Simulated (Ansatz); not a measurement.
# GaGeTe: the cost of one run

Program: Ansatz 0.2.0. Level of theory: DFT PBEsol, scalar-relativistic, plane waves, PAW. These are calculated values, not measurements.

1 further run of the same task is left out (set aside as unsound or not needed). Runs told in other sessions of the task aren't counted.

**1. The structure to begin with**

Symmetry: R-3m, No. 166, trigonal system. The conventional cell has a = 4.050 Å, b = 4.050 Å, c = 34.932 Å, α = 90.00°, β = 90.00°, γ = 120.00°. Ga (site symmetry 3m) is surrounded by 1 Ge at 2.43 Å and 3 Te at 2.66 Å. Ge (site symmetry 3m) is surrounded by 1 Ga at 2.43 Å and 3 Ge at 2.47 Å. Around Te (site symmetry 3m) lie 3 Ga at 2.66 Å.

Structure file:

```
Ga Ge Te
1.0
     2.02484    1.16904   11.64392
    -2.02484    1.16904   11.64392
     0.00000   -2.33809   11.64392
Ga Ge Te
2 2 2
Direct
  0.25226 0.25226 0.25226
  0.74774 0.74774 0.74774
  0.32188 0.32188 0.32188
  0.67812 0.67812 0.67812
  0.11737 0.11737 0.11737
  0.88263 0.88263 0.88263
```

It goes back to an entry of the Materials Project.

It is the result of an earlier relaxation at this level (volume 27.56 Å³/atom; gap on the mesh: 0.12 eV).

**2. Static run: bands, density of states and charges**

File input.yaml:

```yaml
crystal:
  lattice:
    - [2.0248423882, 1.1690432979, 11.6439150375]
    - [-2.0248423882, 1.1690432979, 11.6439150375]
    - [0.0, -2.3380865958, 11.6439150375]
  atoms:
    - { symbol: Ga, position: [0.2522602367, 0.2522602367, 0.2522602367] }
    - { symbol: Ga, position: [0.7477397633, 0.7477397633, 0.7477397633] }
    - { symbol: Ge, position: [0.3218837395, 0.3218837395, 0.3218837395] }
    - { symbol: Ge, position: [0.6781162605, 0.6781162605, 0.6781162605] }
    - { symbol: Te, position: [0.1173693577, 0.1173693577, 0.1173693577] }
    - { symbol: Te, position: [0.8826306423, 0.8826306423, 0.8826306423] }
basis:
  ecutwfc: 420
kpoints:
  mp_grid: { grid: [12, 12, 12] }
  band_path:
    path:
      - [[0.0, 0.0, 0.0], [0.5, 0.5, 0.5], [0.82661329, 0.17338671, 0.5]]
      - [[0.5, -0.17338671, 0.17338671], [0.5, 0.0, 0.0], [0.0, 0.0, 0.0], [0.33669335, -0.33669335, 0.0]]
      - [[0.66330665, 0.0, 0.33669335], [0.5, 0.0, 0.5], [0.0, 0.0, 0.0]]
    npoints: 14
hamiltonian:
  xc: pbesol
scf:
  occupations: { method: gaussian, width: 0.01 }
  n_extra_bands: 15
output:
  forces: true
  stress: true
  eigenvalues: true
  populations: true
  dos: { projected: true, de: 0.02, nscf_kmesh: { grid: [18, 18, 18] } }
  bader: true
  write_density: true
  write_potential: true
  elf: true
  volumetric_format: npy
```

On the command line:

```console
ansatz run input.yaml --threads 4 --pin off --max-ram 10240MiB --backend cpu --events-out ev --progress --plain --runs-dir out
```

**Question.** How long does this run take on 4 threads of Arm Neoverse V2, shared host, and how much memory does it need?

About 1.9 min, with a peak of 2.9 GiB.
